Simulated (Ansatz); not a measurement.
**C3H3F3O: small, medium and large basis sets**

How large a basis does C3H3F3O need? Two functionals are run in growing sets.

Method: one geometry, several basis sets; program: Ansatz 0.2.0, Gaussian basis.

The runs, in order: PBE0-D4/def2-SVP; ωB97M-V/def2-SVP; PBE0-D4/def2-QZVPP; ωB97M-V/def2-QZVPP; the functionals' def2-TZVPP values are taken from earlier runs.

### 1 The geometry

An earlier PBE0-D4 in a triple-zeta def2 set relaxation fixed the geometry.

SMILES `FC(F)[C@H]1O[C@H]1F`, 10 atoms, charge 0, spin multiplicity 1.

Atoms are counted from 1 here; the program's logs count them from 0.

Bond lengths: F1–C2 1.355 Å, C2–F3 1.354 Å, C2–C4 1.499 Å, C2–H8 1.092 Å, C4–O5 1.433 Å, C4–C6 1.453 Å, C4–H9 1.088 Å, O5–C6 1.376 Å, C6–F7 1.349 Å, C6–H10 1.086 Å. Angles: F1–C2–F3 107.5°, F1–C2–C4 108.5°, F1–C2–H8 109.3°, F3–C2–C4 109.6°, F3–C2–H8 108.7°, C4–C2–H8 113.2°, C2–C4–O5 115.5°, C2–C4–C6 120.3°, C2–C4–H9 114.6°, O5–C4–C6 56.9°, O5–C4–H9 115.8°, C6–C4–H9 120.7°, C4–O5–C6 62.3°, C4–C6–O5 60.8°, C4–C6–F7 119.5°, C4–C6–H10 123.5°, O5–C6–F7 115.5°, O5–C6–H10 117.6° and more.

### 2 PBE0-D4 in def2-SVP

Input file in.yaml:

```yaml
crystal:
  periodic: [false, false, false]
  atoms:
    - {symbol: F, position_ang: [-0.143779, -1.860552, 0.993222]}
    - {symbol: C, position_ang: [0.508465, -1.102741, 0.077990]}
    - {symbol: F, position_ang: [1.831007, -1.366258, 0.199065]}
    - {symbol: C, position_ang: [0.254304, 0.341359, 0.388296]}
    - {symbol: O, position_ang: [0.526461, 1.258612, -0.678995]}
    - {symbol: C, position_ang: [-0.787425, 1.070134, -0.316139]}
    - {symbol: F, position_ang: [-1.552832, 0.425369, -1.220620]}
    - {symbol: H, position_ang: [0.184509, -1.390421, -0.924614]}
    - {symbol: H, position_ang: [0.581276, 0.656130, 1.376996]}
    - {symbol: H, position_ang: [-1.318888, 1.917265, 0.107898]}
basis:
  gaussian: {orbitals: def2-SVP}
hamiltonian: {xc: pbe0, dispersion: d4}
output: {orbitals: {seedname: orbitals}}
```

Further steps of the session: ωB97M-V in def2-SVP; PBE0-D4 in def2-QZVPP; ωB97M-V in def2-QZVPP.

**Question.** What will the summary of the whole plan be? Wanted: PBE0-D4: double and triple zeta above quadruple; ωB97M-V: double and triple zeta above quadruple.

**Answer**, as computed:

| quantity | value |
| --- | --- |
| PBE0-D4: double and triple zeta above quadruple | 16.58, 0.69 eV |
| ωB97M-V: double and triple zeta above quadruple | 16.93, 0.65 eV |

In words: For PBE0-D4 the step from double to triple zeta gains 15.89 eV and the next only 0.69 eV. Total energies overstate the basis error of differences, where much of it tends to cancel. The LUMO of ωB97M-V is positive and keeps falling with the basis (3.58 to 1.92 eV): an unbound level that the basis holds in place.
